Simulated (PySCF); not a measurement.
# CH5B3BrF: geometry, electronic excitations

Aim: predict the electronic excitations of CH5B3BrF (`BB(F)CBBr`).

Programs: PySCF 2.14.0, with density-fitted response routines of our own. Each step states its level of theory. These are calculated values for one molecule in the gas phase, unless marked as measured. Atoms count from 0, in the outputs and in this text.

## 1. The molecule as given

11 atoms, charge 0, multiplicity 1; geometry from: GFN2-xTB. The atoms were then displaced at random by about 0.01 Å, so the start is not that level's minimum.

Bonds of the start (Å): B0–B1 1.67, B1–F2 1.34, B1–C3 1.58, C3–B4 1.58, B4–Br5 1.87, B0–H6 1.15, B0–H7 1.17, C3–H8 1.08, C3–H9 1.09, B4–H10 1.17.

## 2. Geometry optimisation at PBE0-D3(BJ)/def2-SVP

What the job is given:

```
{"job": {"xc": "PBE0", "basis": "def2-SVP", "d3": "d3bj", "grid": 1, "shake": 0.01, "kind": "geom"}, "charge": 0, "multiplicity": 1}
B      1.851970     0.346920     0.911710
B      0.630810     0.548310    -0.213460
F      0.445640     1.601340    -1.013490
C     -0.442510    -0.603520    -0.392730
B     -1.743030    -0.152930     0.392850
Br    -1.892380    -0.534720     2.221490
H      2.866810    -0.133030     0.654310
H      1.687920     0.660480     2.027100
H     -0.685000    -0.690250    -1.436880
H     -0.076370    -1.552650    -0.010430
H     -2.605750     0.484230    -0.076290
```

Command:

```sh
> OMP_NUM_THREADS=1 python probes_run.py task.json out
```

One launch serves the whole session: the jobs run in the order shown.

What it wrote:

```text
step   0  E = -2788.69244030  max force = 0.027369
step   1  E = -2788.69678339  max force = 0.010539
step   2  E = -2788.69770359  max force = 0.001799
step   3  E = -2788.69783408  max force = 0.001913
step   4  E = -2788.69788362  max force = 0.001478
step   5  E = -2788.69791366  max force = 0.000593
step   6  E = -2788.69792512  max force = 0.000214
optimisation converged
```

Wall time 40 s (1 thread of AMD EPYC 7R43, shared host); peak memory 0.54 GiB.

Relaxation path:

| step | energy from step 0 (eV) | largest force component (eV/Å) |
| --- | --- | --- |
| 0 | 0.0000 | 1.4074 |
| 1 | -0.1182 | 0.5419 |
| 2 | -0.1432 | 0.0925 |
| 3 | -0.1468 | 0.0984 |
| 4 | -0.1481 | 0.0760 |
| 5 | -0.1489 | 0.0305 |
| 6 | -0.1492 | 0.0110 |

Distances of close pairs at the start and the end, largest changes first:

| bond | before (Å) | after (Å) | change (Å) |
| --- | --- | --- | --- |
| B0–H6 | 1.152 | 1.211 | +0.059 |
| B4–Br5 | 1.874 | 1.914 | +0.040 |
| B0–H7 | 1.170 | 1.210 | +0.040 |
| C3–B4 | 1.585 | 1.549 | -0.035 |
| B4–H10 | 1.171 | 1.204 | +0.034 |
| C3–H8 | 1.075 | 1.104 | +0.028 |
| B0–B1 | 1.673 | 1.690 | +0.018 |
| C3–H9 | 1.087 | 1.101 | +0.014 |

The next job starts from the end point, and lists it.

| at the end point | value |
| --- | --- |
| point group (found at 0.08 Å tolerance) | C1 |
| rotational constants (GHz, main isotopes) | 4.583, 0.971, 0.883 |
| dipole moment (D) | 1.25 |

## 3. Excited states and response: PBE0/aug-cc-pVDZ

What the job is given:

```
{"job": {"kind": "uv", "xc": "PBE0", "basis": "aug-cc-pVDZ"}, "charge": 0, "multiplicity": 1}
B      1.955385     0.276989     0.942105
B      0.641440     0.535103    -0.089742
F      0.587191     1.596807    -0.899163
C     -0.584515    -0.467848    -0.132439
B     -1.706477     0.160574     0.731903
Br    -1.797502    -0.192704     2.610689
H      2.920222    -0.365416     0.590811
H      1.960205     0.668880     2.086662
H     -0.909123    -0.533625    -1.185081
H     -0.278703    -1.450129     0.259790
H     -2.527357     0.931690     0.305201
```

Method: TDDFT PBE0/aug-cc-pVDZ, vertical, gas phase, core orbitals frozen in the response.

What it wrote:

```text
coarse grid: 45712 points
cycle   1  E = -2789.1107821210  dE = -6.366e-01  |g| = 4.697e-01  |ddm| = 8.659e+00
cycle   2  E = -2789.0825246942  dE =  2.826e-02  |g| = 6.498e-01  |ddm| = 1.938e+00
cycle   3  E = -2789.1556204545  dE = -7.310e-02  |g| = 7.657e-02  |ddm| = 8.702e-01
cycle   4  E = -2789.1566910924  dE = -1.071e-03  |g| = 2.544e-02  |ddm| = 1.760e-01
cycle   5  E = -2789.1568406429  dE = -1.496e-04  |g| = 5.081e-03  |ddm| = 5.266e-02
cycle   6  E = -2789.1568488106  dE = -8.168e-06  |g| = 1.340e-03  |ddm| = 1.835e-02
final grid: 96376 points
cycle   7  E = -2789.1568712002  dE =  1.844e-07  |g| = 1.568e-03  |ddm| = 1.128e-02
cycle   8  E = -2789.1568705748  dE =  6.254e-07  |g| = 2.114e-03  |ddm| = 7.922e-03
cycle   9  E = -2789.1568719477  dE = -1.373e-06  |g| = 1.566e-04  |ddm| = 4.486e-03
cycle  10  E = -2789.1568719538  dE = -6.060e-09  |g| = 2.620e-05  |ddm| = 3.675e-04
cycle  11  E = -2789.1568719539  dE = -1.191e-10  |g| = 5.984e-06  |ddm| = 4.541e-05
converged SCF energy = -2789.1568719539

Static polarisability (au): isotropic 76.386, principal 61.869 78.680 88.609

Singlet excitations
state   eV       nm        f      main configurations
  1   4.3219    286.9   0.02251   H->L 0.66, H-1->L 0.26
  2   4.6723    265.4   0.00364   H->L+1 0.56, H-1->L 0.26, H->L 0.14
  3   5.0561    245.2   0.00691   H-1->L 0.39, H->L+1 0.35, H-1->L+1 0.17
  4   5.3536    231.6   0.01766   H-1->L+1 0.72, H->L 0.12
  5   5.6983    217.6   0.00374   H-3->L 0.53, H-2->L 0.30
  6   5.9343    208.9   0.01869   H-2->L 0.66, H-3->L 0.25
  7   6.3200    196.2   0.06913   H-2->L+1 0.92
  8   6.3904    194.0   0.00848   H-4->L 0.40, H-4->L+1 0.24, H->L+2 0.18
  9   6.4925    191.0   0.00886   H->L+2 0.60, H-4->L 0.16
 10   6.9384    178.7   0.00938   H-3->L+1 0.42, H-4->L 0.19, H-5->L 0.14

Triplet excitations (Tamm-Dancoff, eV): 3.5773 4.2598 4.6793 4.9283
```

Wall time 23 s (1 thread of AMD EPYC 7R43, shared host); peak memory 0.86 GiB.

The orbitals next to the gap, with their largest atomic shares:

| orbital | eV | atoms |
| --- | --- | --- |
| HOMO−3 | -9.97 | B0 43 %, H6 18 %, H7 17 % |
| HOMO−2 | -9.11 | Br5 74 %, B4 12 %, B0 5 % |
| HOMO−1 | -8.44 | Br5 41 %, B0 16 %, B1 14 % |
| HOMO | -8.05 | Br5 43 %, C3 12 %, B1 11 % |
| LUMO | -2.27 | B0 49 %, B1 14 %, B4 12 % |
| LUMO+1 | -1.81 | B4 27 %, B0 18 %, B1 15 % |
| LUMO+2 | -0.19 | B1 31 %, B4 23 %, B0 13 % |

With each of the 10 states as a Gaussian band of 0.4 eV half-width at 1/e, the curve within the window shown has maxima at 284 nm (ε 1,000), 196 nm (ε 3,800) L/(mol cm). Beyond the last state computed it falls off for lack of states. The curve at chosen wavelengths:

| nm | ε (L/mol/cm) |
| --- | --- |
| 171 | 246 |
| 177 | 648 |
| 184 | 1715 |
| 190 | 3091 |
| 197 | 3770 |
| 203 | 3122 |
| 210 | 2009 |
| 216 | 1401 |
| 223 | 1133 |
| 229 | 1076 |
| 235 | 1013 |
| 242 | 868 |
| 248 | 733 |
| 255 | 645 |
| 261 | 664 |
| 268 | 776 |
| 274 | 896 |
| 280 | 981 |
| 287 | 988 |
| 293 | 909 |
| 300 | 747 |
| 306 | 584 |
| 313 | 404 |
| 319 | 277 |
| 326 | 167 |
| 332 | 104 |

Further results of this job:

| property | computed |
| --- | --- |
| dipole moment (D) | 1.29 |
| polarisability (Å³) | 11.32 |
| HOMO–LUMO gap (eV) | 5.77 |
| −ε(HOMO) (eV) | 8.05 |

## 4. TDDFT and polarisability: PBE0/def2-TZVPD

The job, as its differences from that of step 3:

```diff
@@ -1,2 +1,2 @@
-{"job": {"kind": "uv", "xc": "PBE0", "basis": "aug-cc-pVDZ"}, "charge": 0, "multiplicity": 1}
+{"job": {"kind": "uv", "xc": "PBE0", "basis": "def2-TZVPD"}, "charge": 0, "multiplicity": 1}
 B      1.955385     0.276989     0.942105
```

Level: TDDFT PBE0/def2-TZVPD, vertical, gas phase, core orbitals frozen in the response.

What it wrote:

```text
coarse grid: 45712 points
cycle   1  E = -2789.1907875614  dE = -6.798e-01  |g| = 5.722e-01  |ddm| = 3.044e+00
cycle   2  E = -2789.1559741851  dE =  3.481e-02  |g| = 7.557e-01  |ddm| = 1.228e+00
cycle   3  E = -2789.2422445824  dE = -8.627e-02  |g| = 1.111e-01  |ddm| = 5.970e-01
cycle   4  E = -2789.2439420430  dE = -1.697e-03  |g| = 2.959e-02  |ddm| = 9.334e-02
cycle   5  E = -2789.2441227516  dE = -1.807e-04  |g| = 8.664e-03  |ddm| = 3.011e-02
cycle   6  E = -2789.2441422526  dE = -1.950e-05  |g| = 1.739e-03  |ddm| = 9.534e-03
cycle   7  E = -2789.2441430547  dE = -8.021e-07  |g| = 6.662e-04  |ddm| = 2.411e-03
final grid: 96376 points
cycle   8  E = -2789.2441892355  dE =  1.506e-08  |g| = 9.156e-04  |ddm| = 1.375e-02
cycle   9  E = -2789.2441890163  dE =  2.192e-07  |g| = 1.282e-03  |ddm| = 2.181e-03
cycle  10  E = -2789.2441894593  dE = -4.430e-07  |g| = 4.994e-05  |ddm| = 1.242e-03
cycle  11  E = -2789.2441894600  dE = -6.194e-10  |g| = 7.708e-06  |ddm| = 4.885e-05
converged SCF energy = -2789.2441894600

Static polarisability (au): isotropic 76.908, principal 62.517 79.194 89.011

Singlet excitations
state   eV       nm        f      main configurations
  1   4.3208    286.9   0.02254   H->L 0.65, H-1->L 0.26
  2   4.6775    265.1   0.00362   H->L+1 0.56, H-1->L 0.26, H->L 0.15
  3   5.0655    244.8   0.00687   H-1->L 0.39, H->L+1 0.36, H-1->L+1 0.17
  4   5.3631    231.2   0.01749   H-1->L+1 0.72, H->L 0.12
  5   5.7083    217.2   0.00429   H-2->L 0.32, H-4->L 0.32, H-3->L 0.25
  6   5.9353    208.9   0.01876   H-2->L 0.63, H-3->L 0.15, H-4->L 0.14
  7   6.3161    196.3   0.06806   H-2->L+1 0.91
  8   6.3791    194.4   0.00744   H-3->L 0.29, H-4->L 0.21, H-3->L+1 0.18
  9   6.4966    190.8   0.01063   H->L+2 0.68
 10   6.9409    178.6   0.00482   H-3->L+1 0.50, H-4->L 0.19, H-5->L 0.12

Triplet excitations (Tamm-Dancoff, eV): 3.5703 4.2649 4.6837 4.9388
```

It took 44 s on 1 thread of AMD EPYC 7R43, shared host; peak memory 1.1 GiB.

This run: HOMO -8.05 eV, LUMO -2.27 eV; lowest singlet 4.32 eV.

## 5. Comparing the runs: electronic excitations

Excitations and ground-state properties, with basis size and wall time:

| run | lowest singlet (eV) | brightest (eV) | f | gap (eV) | α (Å³) | μ (D) | functions | time |
| --- | --- | --- | --- | --- | --- | --- | --- | --- |
| PBE0/aug-cc-pVDZ | 4.32 | 6.32 | 0.069 | 5.77 | 11.32 | 1.29 | 196 | 23 s |
| PBE0/def2-TZVPD | 4.32 | 6.32 | 0.068 | 5.78 | 11.40 | 1.28 | 290 | 44 s |

## 6. Summary of results

```
                                quantity                        value
                             point group                           C1
    rotational constants (main isotopes)         4.58, 0.97, 0.88 GHz
       lowest singlet (PBE0/aug-cc-pVDZ)  4.32 eV (287 nm), f = 0.023
brightest single state of those computed  state 7, 6.32 eV, f = 0.069
                          lowest triplet                      3.58 eV
             range of the lowest singlet              4.32 to 4.32 eV
```

What this shows: The start of the PBE0/def2-SVP relaxation was shaken at random by about 0.01 Å, so part of the energy gained, and of the first lengths quoted, undoes that. The optimisation took 6 steps and gained 0.149 eV; among the close pairs (by a distance rule), B0–H6 changed most, from 1.152 to 1.211 Å. No frequency check was run at this level, so the end point may be a saddle. The first singlet state (HOMO→LUMO 0.66, HOMO−1→LUMO 0.26) lies at 4.32 eV and is weak; of the 10 states computed, the strongest absorption comes from state 7 at 6.32 eV. The lowest triplet lies 0.74 eV below the lowest singlet (triplets in Tamm-Dancoff, singlets in full TDDFT).
